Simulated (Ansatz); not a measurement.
Consider an atomisation energy of C2H6AlB, SMILES C[B]1[CH2][AlH]1 (Ansatz's Python interface).

The script, `tae.py`:
```python
'''Atomisation energy of C2H6AlB at the given geometry.'''

from collections import Counter

import ansatz


def single_point(molecule, charge=0, unpaired=0):
    calc = molecule.calculation().basis(gaussian='def2-SVP').functional('b3lyp')
    if charge:
        calc = calc.charge(charge)
    if unpaired:
        calc = calc.spin('collinear', total=unpaired)
    report = calc.run(threads=1, pin='off').report
    if report['published_state_doubts']:
        print('  doubts:', report['published_state_doubts'])
    return report['free_energy_ev']

GEOMETRY = '''
C    -1.47140    0.73030   -0.48980
B    -0.18180    0.02070   -0.12460
C     0.61880   -0.96700    0.82280
Al    2.02600   -0.17160   -0.25960
H    -1.43570    1.17440   -1.54810
H    -1.69040    1.62250    0.21140
H    -2.34190    0.06520   -0.44690
H     0.46500   -2.02120    0.64160
H     0.65650   -0.62150    1.93790
H     3.43810    0.11710   -0.74170
'''


def main() -> None:
    c2h6alb = ansatz.Crystal.molecule()
    for line in GEOMETRY.strip().splitlines():
        symbol, *xyz = line.split()
        c2h6alb = c2h6alb.atom(symbol, [float(v) for v in xyz])

    # unpaired electrons of the ground-state atoms
    unpaired = {'C': 2, 'B': 1, 'Al': 1, 'H': 1}
    counts = Counter(site.symbol for site in c2h6alb.cartesian_sites)
    atom_energy = {s: single_point(ansatz.Crystal.molecule().atom(s, (0, 0, 0)), 0, unpaired[s]) for s in counts}
    whole = single_point(c2h6alb, 0, 0)
    for s, e in atom_energy.items():
        print(f'{s:2s} x{counts[s]}  {e:14.5f} eV')
    print(f'C2H6AlB: {whole:.5f} eV')
    split = sum(counts[s] * e for s, e in atom_energy.items()) - whole
    print(f'atomisation energy (no zero-point term): {split:.3f} eV, {split / sum(counts.values()):.3f} eV an atom')


if __name__ == '__main__':
    main()
```

What does it cost to take this molecule apart into atoms?

35.119 eV from the electronic energies, without the zero-point term.

The run itself:

Running `python tae.py` prints:
```text
C  x2     -1028.97301 eV
B  x1      -670.34352 eV
Al x1     -6593.36168 eV
H  x6       -13.63995 eV
C2H6AlB: -9438.60964 eV
atomisation energy (no zero-point term): 35.119 eV, 3.512 eV an atom
```

What to keep in mind:
- Total energies depend on the basis set; only differences at equal settings carry meaning.
- The geometry is a force-field or estimated start, not a minimum of this method, and the basis set is short of its limit. All parts are taken at fixed geometry, without zero-point energy.
- b3lyp holds the VWN-RPA fit, as in Gaussian; the form of ORCA and Turbomole is b3lyp5.
- Timing: 2.8 s on 1 thread of Intel(R) Xeon(R) Processor @ 2.30GHz (shared host), peak memory 0.25 GiB.
